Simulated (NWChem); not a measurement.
# One shape, several levels: CH6FGeN (SMILES C[NH][GeH2][F])

We compute a comparison of 3 runs (HF/STO-3G, HF/3-21G, B3LYP/6-31G*) of CH6FGeN. 

Program for the calculation: NWChem 7.3.0.

## (1) The structure to begin with

CH6FGeN has 10 atoms, charge 0, and is taken as a singlet. SMILES: `C[NH][GeH2][F]`. Geometry: relaxed at PBE0-D4/def2-TZVP. This is one conformer, not always the lowest.

Bond lengths: C1–N2 1.450 Å, N2–Ge3 1.805 Å, Ge3–F4 1.754 Å, C1–H5 1.097 Å, C1–H6 1.094 Å, C1–H7 1.093 Å, N2–H8 1.009 Å, Ge3–H9 1.532 Å, Ge3–H10 1.531 Å. Some angles: C1–N2–Ge3 121.9°, N2–Ge3–F4 111.6°, C1–N2–H8 113.1°, Ge3–N2–H8 115.4°, N2–C1–H5 113.8°, N2–C1–H6 110.4°, N2–C1–H7 109.6°, N2–Ge3–H9 109.0°, N2–Ge3–H10 109.3°, F4–Ge3–H9 104.5°.

## (2) Energy and forces at HF/STO-3G (run 1)

File ch6fgen.nw:

```
START ch6fgen
TITLE "CH6FGeN"
memory stack 880 mb heap 220 mb global 1100 mb
GEOMETRY noautosym nocenter noautoz
  C      0.116900     1.056400    -0.944600
  N     -0.614600     0.348300     0.088200
  Ge     0.124600    -1.008700     1.021900
  F      0.423900    -2.404600     0.003000
  H      0.128800     0.539800    -1.911900
  H     -0.304300     2.054600    -1.094400
  H      1.155200     1.190700    -0.630900
  H     -1.595800     0.245000    -0.121900
  H      1.513400    -0.582800     1.507500
  H     -0.865100    -1.489900     2.086200
END
BASIS spherical bse
  * library STO-3G
END
SCF
  thresh 1e-08
  maxiter 80
  noprint "final vectors analysis"
END
TASK scf gradient
```

Run with:

```console
$ nwchem ch6fgen.nw > ch6fgen.out
```

The log of the run:

```text
[...]
  functions       =    39
[...]
  wavefunction    = RHF
[...]
         Total SCF energy =  -2244.452420241527
      One-electron energy =  -3751.120641781250
      Two-electron energy =   1204.168174189170
 Nuclear repulsion energy =    302.500047350553
        Time for solution =      3.2s
[...]
                         RHF ENERGY GRADIENTS
    atom               coordinates                        gradient
                 x          y          z           x          y          z
   1 C       0.220909   1.996307  -1.785035   -0.006122  -0.009017   0.009325
   2 N      -1.161426   0.658192   0.166674   -0.017173   0.033474  -0.035015
   3 Ge      0.235460  -1.906167   1.931111   -0.007016   0.011480   0.000544
   4 F       0.801055  -4.544035   0.005669    0.007438  -0.027031  -0.015781
   5 H       0.243397   1.020074  -3.612967   -0.000070  -0.001918  -0.000127
   6 H      -0.575044   3.882631  -2.068116   -0.000476   0.001923   0.002573
   7 H       2.183011   2.250097  -1.192228    0.002381   0.000496   0.001295
   8 H      -3.015625   0.462983  -0.230358    0.010917  -0.002793   0.007657
   9 H       2.859911  -1.101332   2.848762    0.034707   0.008146   0.007170
  10 H      -1.634802  -2.815503   3.942346   -0.024585  -0.014759   0.022358
[...]
```

Wall time 5.4 s (1 thread of Intel Xeon Platinum 8559C (Emerald Rapids), shared host); peak memory 0.096 GiB.

## (3) Energy and forces at HF/3-21G (run 2)

File nw.nw:

```
start nw
memory stack 880 mb heap 220 mb global 1100 mb
charge 0
geometry units angstrom noautosym nocenter noautoz
   C     0.116900    1.056400   -0.944600
   N    -0.614600    0.348300    0.088200
   Ge    0.124600   -1.008700    1.021900
   F     0.423900   -2.404600    0.003000
   H     0.128800    0.539800   -1.911900
   H    -0.304300    2.054600   -1.094400
   H     1.155200    1.190700   -0.630900
   H    -1.595800    0.245000   -0.121900
   H     1.513400   -0.582800    1.507500
   H    -0.865100   -1.489900    2.086200
end
basis "ao basis" spherical bse
   * library 3-21G
end
scf
   thresh 1e-08
   maxiter 80
   noprint "final vectors analysis"
end
task scf gradient
```

Run with:

```console
$ nwchem nw.nw > nw.out
```

The log of the run:

```text
[...]
  functions       =    61
[...]
  wavefunction    = RHF
[...]
         Total SCF energy =  -2259.585655057493
      One-electron energy =  -3753.605943280433
      Two-electron energy =   1191.520240872387
 Nuclear repulsion energy =    302.500047350553
        Time for solution =      3.6s
[...]
                         RHF ENERGY GRADIENTS
    atom               coordinates                        gradient
                 x          y          z           x          y          z
   1 C       0.220909   1.996307  -1.785035   -0.009563  -0.017236   0.012726
   2 N      -1.161426   0.658192   0.166674    0.004190   0.031017  -0.007967
   3 Ge      0.235460  -1.906167   1.931111   -0.003261   0.016613   0.020461
   4 F       0.801055  -4.544035   0.005669    0.006554  -0.024997  -0.016491
   5 H       0.243397   1.020074  -3.612967    0.000400  -0.002931  -0.005534
   6 H      -0.575044   3.882631  -2.068116   -0.002750   0.006174  -0.000110
   7 H       2.183011   2.250097  -1.192228    0.005681   0.001244   0.001333
   8 H      -3.015625   0.462983  -0.230358   -0.002765  -0.006234  -0.003386
   9 H       2.859911  -1.101332   2.848762    0.003024  -0.001116  -0.001095
  10 H      -1.634802  -2.815503   3.942346   -0.001510  -0.002534   0.000063
[...]
```

It took 6 s on 1 thread of Intel Xeon Platinum 8559C (Emerald Rapids), shared host; peak memory 0.1 GiB.

## (4) Energy and gradient at B3LYP/6-31G(d) (Cartesian functions) (run 3)

File input.nw:

```
start input
memory 2200 mb

geometry units atomic noautosym nocenter noautoz
C    0.22090898   1.99630668  -1.78503530
N   -1.16142568   0.65819161   0.16667384
Ge   0.23545988  -1.90616674   1.93111113
F    0.80105490  -4.54403544   0.00566918
H    0.24339672   1.02007416  -3.61296738
H   -0.57504366   3.88263130  -2.06811627
H    2.18301162   2.25009690  -1.19222821
H   -3.01562495   0.46298290  -0.23035761
H    2.85991152  -1.10133239   2.84876213
H   -1.63480207  -2.81550295   3.94234664
end

basis
C library 6-31G*
N library 6-31G*
Ge library 6-31G*
F library 6-31G*
H library 6-31G*
end

dft
xc b3lyp
grid fine
convergence energy 1e-08
iterations 100
mulliken
end

task dft gradient
```

Run with:

```console
$ nwchem input.nw > input.out
```

The log of the run:

```text
[...]
          Wavefunction type:  closed shell.
          No. of atoms     :    10
          No. of electrons :    60
[...]
          Charge           :     0
          Spin multiplicity:     1
[...]
          AO basis - number of functions:    92
[...]
              XC Information
              --------------
                         B3LYP Method XC Potential
                     Hartree-Fock (Exact) Exchange  0.200
                        Slater Exchange Functional  0.800 local
                    Becke 1988 Exchange Functional  0.720 non-local
              Lee-Yang-Parr Correlation Functional  0.810
                  VWN I RPA Correlation Functional  0.190 local
[...]
 d= 0,ls=0.0,diis     1  -2273.0201512476 -2.58D+03  1.65D-02  1.51D+00     3.0
[...]
 d= 0,ls=0.0,diis    10  -2273.1049845447 -5.32D-09  6.06D-07  8.24D-09    22.7
         Total DFT energy =    -2273.104984544717
      One electron energy =    -3765.564293828486
           Coulomb energy =     1294.132318034058
    Exchange-Corr. energy =     -104.173034136179
 Nuclear repulsion energy =      302.500025385890
[...]
      Total Density - Mulliken Population Analysis
     ---------------------------------------------
    Atom       Charge   Shell Charges
 -----------   ------   -------------------------------------------------------
    1 C    6     6.29   1.99  0.68  2.11  0.58  0.88  0.04
    2 N    7     7.62   1.99  0.77  2.52  0.81  1.51  0.02
    3 Ge  32    31.51   2.00  1.99  6.00  1.93  5.99  1.28  1.87  0.10  0.20  6.94  2.95  0.26
    4 F    9     9.40   1.99  0.95  3.30  0.97  2.14  0.06
    5 H    1     0.85   0.53  0.31
    6 H    1     0.85   0.53  0.32
    7 H    1     0.84   0.53  0.31
    8 H    1     0.67   0.51  0.16
    9 H    1     0.99   0.49  0.49
   10 H    1     0.99   0.49  0.49
[...]
  wavefunction    = closed shell
[...]
```

Wall time 35 s (1 thread of Intel Xeon Platinum 8559C (Emerald Rapids), shared host); peak memory 0.12 GiB.

## (5) Overview of the runs

```csv
run,level,Cartesian functions,iteration cap,energy (Eh),dipole moment (D),largest force (eV/Å),wall time
1,HF/STO-3G,no,80,-2244.452420,0.79,2.643,5.4 s
2,HF/3-21G,no,80,-2259.585655,2.04,1.661,6 s
3,B3LYP/6-31G* (Cartesian functions),yes,100,-2273.104985,1.99,0.301,35 s
```

## (6) Summary of results

| quantity | value |
| --- | --- |
| run 3: total energy | -2273.10498 Eh |
| run 3: dipole moment | 1.99 D |
| run 3: HOMO energy | -6.68 eV |
| run 3: LUMO energy | 0.73 eV |
| run 3: HOMO–LUMO gap | 7.41 eV |
| run 3: largest force on an atom | 0.301 eV/Å |

**Reading.** The dipole moment (its size) runs from 0.79 D (HF/STO-3G) to 2.04 D (HF/3-21G). In run 1 the basis is minimal, so the values are rough. All runs together took 46 s, the longest 35 s.
